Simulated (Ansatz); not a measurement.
Runs of Ansatz 0.2.0 on Co4Ge. The structure is trigonal, space group R-3m (No. 166). The conventional cell has a = 2.625 Å, b = 2.625 Å, c = 29.588 Å, α = 90.00°, β = 90.00°, γ = 120.00°. Ge (site symmetry -3m) has 6 Co at 2.51 Å and 6 Ge at 2.62 Å as nearest neighbours. Around Co (site symmetry 3m) lie 9 Co at 2.45 to 2.62 Å and 3 Ge at 2.51 Å. Around Co (site symmetry 3m) lie 12 Co at 2.45 to 2.62 Å. The cell comes from a database or a generator and needn't be the stable form of this composition.

```tsv
spin	k mesh	gap on the mesh (eV)	pressure (GPa)	moment (μB)	largest force (eV/Å)
off	12 × 12 × 12	none	-16.2	-	0.38
collinear, ferromagnetic start	12 × 12 × 12	none	-8.6	5.90	0.05
collinear, ferrimagnetic start	12 × 12 × 12	none	-8.6	5.90	0.05
non-collinear, random start	8 × 8 × 8	none	-9.4	5.62	(a)
```

Alike in all rows: task single point; level PBEsol; potentials or basis Ansatz PAW; cell as given; cutoff (eV) 420; smearing fermi-dirac 0.05 eV.

Problem. Estimate the missing entries.

Solution. (a) 0.10.

Caveats: the PAW data sets come from PBE, with cores solved anew for the run's functional, which leaves a small shift of forces and pressure; the starting moments weren't kept (some runs).

A k mesh can miss the band edges, and the runs leave out spin-orbit coupling on Ge.

A gap of «none» marks a metal or a gap under the smearing width.
